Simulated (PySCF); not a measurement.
# C2HF5: the cost of one run

Computed with PySCF 2.14.0. Level: levels as typed in each script, gas phase, geometry from GFN2-xTB.

### Step 1. Starting geometry

SMILES `FC(F)(F)C(F)F`, 8 atoms, charge 0, spin multiplicity 1.

Bond lengths: F1–C2 1.325 Å, C2–F3 1.334 Å, C2–F4 1.334 Å, C2–C5 1.549 Å, C5–F6 1.342 Å, C5–F7 1.340 Å, C5–H8 1.102 Å. Angles: F1–C2–F3 108.1°, F1–C2–F4 108.1°, F1–C2–C5 112.8°, F3–C2–F4 107.4°, F3–C2–C5 110.0°, F4–C2–C5 110.1°, C2–C5–F6 109.7°, C2–C5–F7 109.7°, C2–C5–H8 110.5°, F6–C5–F7 108.0°, F6–C5–H8 109.6°, F7–C5–H8 109.3°.

As a file:

```xyz
8

F     0.7764    0.0007    1.3123
C     0.6175    0.0000   -0.0034
F     1.2340   -1.0760   -0.4958
F     1.2345    1.0752   -0.4969
C    -0.8724   -0.0007   -0.4281
F    -1.4838    1.0854    0.0683
F    -1.4844   -1.0844    0.0693
H    -0.9610   -0.0043   -1.5261
```

### Step 2. Stretching a bond (6-31g*)

The input, input.py:

```python
import numpy as np
from pyscf import gto, scf, mcscf

mol = gto.M(atom='''
F      0.77642     0.00070     1.31231
C      0.61749     0.00003    -0.00345
F      1.23401    -1.07603    -0.49580
F      1.23451     1.07523    -0.49687
C     -0.87244    -0.00069    -0.42810
F     -1.48384     1.08543     0.06827
F     -1.48435    -1.08440     0.06935
H     -0.96103    -0.00435    -1.52612
''', basis='6-31g*', charge=0, spin=0, verbose=4)
# stretch the bond between atoms 5 and 6, from long to short, fragments rigid
a, b, move = 4, 5, [5]
xyz = mol.atom_coords(unit='Angstrom')
u = xyz[b] - xyz[a]
r0 = np.linalg.norm(u)
rows, last, dm_u = [], None, None
for r in [3.72, 2.93, 2.39, 2.06, 1.8, 1.6, 1.46, 1.33, 1.22]:
    new = xyz.copy()
    new[move] += u / r0 * (r - r0)
    m = mol.set_geom_(new, unit='Angstrom', inplace=False)
    rhf = scf.RHF(m).density_fit(auxbasis='def2-universal-jkfit').run()
    uhf = scf.UHF(m).density_fit(auxbasis='def2-universal-jkfit').newton()
    if dm_u is None:
        c = rhf.mo_coeff
        h = m.nelectron // 2 - 1
        ca, cb = c.copy(), c.copy()
        ca[:, h], cb[:, h] = (c[:, h] + c[:, h + 1]) / 2**.5, (c[:, h] - c[:, h + 1]) / 2**.5
        dm_u = np.array([x[:, :h + 1] @ x[:, :h + 1].T for x in (ca, cb)])
    uhf.kernel(dm0=dm_u)
    for _ in range(3):
        c, _, stable, _ = uhf.stability(return_status=True)
        if stable:
            break
        uhf.kernel(c, uhf.mo_occ)
    dm_u = uhf.make_rdm1()
    mc = mcscf.CASSCF(rhf, 2, 2)
    mc.natorb = True
    mc.fix_spin_(ss=0)
    guess = mcscf.addons.make_natural_orbitals(uhf)[1] if last is None else mcscf.project_init_guess(mc, last.mo_coeff, last.mol)
    mc.kernel(guess)
    last = mc
    act = slice(mc.ncore, mc.ncore + mc.ncas)
    print('r %.3f  RHF %.6f  UHF %.6f  <S^2> %.3f  CASSCF %.6f  occupations' % (r, rhf.e_tot, uhf.e_tot, uhf.spin_square()[0], mc.e_tot), mc.mo_occ[act].round(4))
    rows.append((new, rhf.e_tot, uhf.e_tot, uhf.spin_square()[0], mc.e_tot, mc.mo_occ[act], mc.mo_coeff[:, act], dm_u[0] - dm_u[1], rhf.converged and uhf.converged and mc.converged))
    np.savez('result.npz', **{k: [row[i] for row in rows] for i, k in enumerate('xyz rhf uhf s2 cas occ c spin ok'.split())})
```

Launch:

```console
$ OMP_NUM_THREADS=1 python input.py
```

Q: Estimate wall time and peak memory on 1 thread of Intel Xeon Platinum 8259CL at 2.50GHz (Skylake/Cascade Lake), shared host.

About 5.9 min, with a peak of 0.28 GiB.
